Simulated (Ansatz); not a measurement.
**BrGaHS radical: one species, many methods**

An exercise on one series of results from a longer session: the logs are not shown, and one member is left open.

Program: Ansatz 0.2.0, Gaussian basis. Level of theory: functionals in def2-TZVPP, the program's frozen cores in correlated methods. These are calculated values, not measurements.

Plan: LDA (SPW92), PBE-D4, revPBE-D4, BLYP-D4, r2SCAN-D4, B97M-V, PBE0-D4, B3LYP-D4, r2SCANh-D4, r2SCAN0-D4, HSE06-D4, BHLYP-D4, CAM-B3LYP-D4, LC-ωPBE, ωB97X-V, ωB97M-V, B2PLYP, PBE-QIDH; CCSD(T)/def2-SVP; CCSD(T)/def2-TZVPP; MP2/def2-QZVPP; extrapolation to the limit; RPA on PBE.

**Structure used throughout**

An earlier PBE0-D4 in a triple-zeta def2 set relaxation fixed the geometry.

SMILES `[SH][Ga][Br]`, 4 atoms, charge 0, spin multiplicity 2.

Atoms are counted from 1 here; the program's logs count them from 0.

Bond lengths: S1–Ga2 2.234 Å, S1–H4 1.346 Å, Ga2–Br3 2.322 Å. Angles: Ga2–S1–H4 91.2°, S1–Ga2–Br3 117.5°.

Geometry (Å):

| atom | x (Å) | y (Å) | z (Å) |
| --- | --- | --- | --- |
| S1 | -0.7119 | 1.2477 | -0.7137 |
| Ga2 | -0.7442 | -0.9302 | -0.2182 |
| Br3 | 1.0446 | -1.7798 | 0.9948 |
| H4 | 0.4670 | 1.4021 | -0.0831 |

The first run:

in.yaml reads:

```yaml
crystal:
  periodic: [false, false, false]
  atoms:
    - {symbol: S, position_ang: [-0.711934, 1.247709, -0.713741]}
    - {symbol: Ga, position_ang: [-0.744167, -0.930189, -0.218216]}
    - {symbol: Br, position_ang: [1.044630, -1.779821, 0.994811]}
    - {symbol: H, position_ang: [0.466972, 1.402101, -0.083054]}
basis:
  gaussian: {orbitals: def2-TZVPP}
magnetization: {spin_polarized: true, initial_magnetization: 1}
hamiltonian: {xc: lda}
output: {orbitals: {seedname: orbitals}}
```

On the command line:

```sh
$ ansatz run in.yaml --threads 4 --pin off --events-out ev --progress --plain --max-ram 10444MiB
```

Among the steps run: LDA; PBE-D4 (GGA); revPBE-D4 (GGA); BLYP-D4 (GGA); r2SCAN-D4 (meta-GGA); B97M-V (meta-GGA); B3LYP-D4 (hybrid); r2SCANh-D4 (hybrid); r2SCAN0-D4 (hybrid); HSE06-D4 (hybrid); BHLYP-D4 (hybrid); CAM-B3LYP-D4 (range-separated); LC-ωPBE (range-separated); ωB97X-V (range-separated); ωB97M-V (range-separated); B2PLYP (double hybrid); PBE-QIDH (double hybrid).

One table of the session follows, with a row left open; its other results are not shown here.

It belongs to the step «Orbital energies across the functionals». 

```
  functional  HOMO (eV)  LUMO (eV)  gap (eV)
 LDA (SPW92)      -5.67      -4.92      0.75
      PBE-D4      -5.57      -4.56      1.01
   revPBE-D4      -5.53      -4.41      1.12
     BLYP-D4      -5.37      -4.58      0.80
   r2SCAN-D4      -5.95      -4.22      1.73
      B97M-V      -5.70      -4.66      1.04
     PBE0-D4      -6.61      -3.70      2.91
    B3LYP-D4      -6.36      -4.10      2.26
  r2SCANh-D4          ?          ?         ?
  r2SCAN0-D4      -6.89      -3.48      3.41
    HSE06-D4      -6.22      -4.07      2.15
    BHLYP-D4      -7.46      -2.96      4.49
CAM-B3LYP-D4      -7.78      -2.89      4.89
     LC-ωPBE      -9.13      -1.49      7.64
     ωB97X-V      -8.65      -1.89      6.76
     ωB97M-V      -8.54      -2.06      6.48
```

Estimate the missing values for r2SCANh-D4.

Worked estimate for «HOMO (eV)». Against the share of exact exchange, r2SCAN-D4 (0, -5.95), r2SCAN0-D4 (0.25, -6.89) give a slope of -3.76 per unit share; at 0.1 the line stands at -6.33.

The run gave: HOMO (eV): -6.33; LUMO (eV): -3.92; gap (eV): 2.40. In «HOMO (eV)» the line misses by 0.00.
